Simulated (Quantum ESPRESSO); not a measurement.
## GaGe under changes of volume

One of the cells (24.335 Å³/atom); the others are scaled copies at fixed shape and fractional positions:

```
CELL_PARAMETERS angstrom
0.00000 2.89784 2.89784
2.89784 0.00000 2.89784
2.89784 2.89784 0.00000
ATOMIC_POSITIONS crystal
Ge 0.00000 0.00000 0.00000
Ga 0.25000 0.25000 0.25000
```

The cell comes from a database or a generator and needn't be the stable form of this composition.

- Program: Quantum ESPRESSO 7.5
- Functional: r2SCAN
- Potentials or basis: SG15 PBE 1.2
- Cutoff: 1197 eV
- Density cutoff: 4789 eV
- k mesh: 6 × 6 × 6
- Occupations: fermi-dirac, width 0.05 eV
- Spin: no spin polarisation

| volume (Å³/atom) | energy over the lowest point (meV/atom) | pressure (GPa) |
| --- | --- | --- |
| 22.875 | 0.00 | -0.9 |
| 23.361 | 4.66 | -2.2 |
| 23.848 | 12.99 | -3.3 |
| 24.335 | 24.58 | -4.3 |
| 24.821 | 39.02 | -5.2 |
| 25.308 | ? | ? |
| 25.795 | 74.94 | -6.6 |

Task: What does the run at 25.308 Å³/atom give?

Result: Energy over the lowest point 55.92 meV/atom; pressure -5.9 GPa.

Worked out: A Birch-Murnaghan fit of order 3 (a polynomial in V^(-2/3)) to the other rows has its minimum at 22.59 Å³/atom, just outside them, with B0 = V·E''(V) = 70 GPa and B' = 5.2. It gives 55.90 meV/atom at 25.308 Å³/atom, against the run's 55.92, and -dE/dV = -5.9 GPa, against -5.9.

Energies are extrapolated to zero smearing.

Caveats: the potentials were made for another functional, which shifts forces and pressure.
